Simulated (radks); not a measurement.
# Spin polarisation of the 3p shell in Al

An exercise on one series of results from a longer session: the logs are not shown, and one member is left open.

The numbers are computed with radks (a radial shooting solver on a logarithmic mesh, Libxc functionals) version 1 (non-relativistic Kohn-Sham, LDA (Slater exchange, Perdew-Wang correlation), spin-polarised, spherical densities, point nucleus), except any that are marked as measured or tabulated.

### The system

```
element       : aluminium (Z = 13)
charge        : 0
electrons     : 13
configuration : [Ne] 3s2 3p(up 0.5, down 0.5)
```

A shell typed twice in an input gives spin up, then spin down.

The first run:

Input:

```text
Z 13
configuration [Ne] 3s2 3p0.5 3p0.5
relativity non-relativistic
functional lda,pw
spin polarised
nucleus point
```

Among the steps run: No moment.

One of the session's tables, all rows but one given; the rest of the session is left out.

It belongs to the step «No moment». Radial moments (bohr):

| level | <r> | outermost maximum (interpolated) | 90 % within | nodes |
| --- | --- | --- | --- | --- |
| 1s | 0.1210 | 0.0790 | 0.216 | 0 |
| 2s | ? | ? | ? | ? |
| 2p | 0.6051 | 0.428 | 1.03 | 0 |
| 3s | 2.539 | 2.07 | 3.91 | 2 |
| 3p | 3.438 | 2.63 | 5.49 | 1 |

Estimate the missing values for 2s.

The run gave: <r>: 0.6310; outermost maximum (interpolated): 0.500; 90 % within: 0.999; nodes: 1. In the column «<r>» it lies between 2p (0.6051) and 3s (2.539).
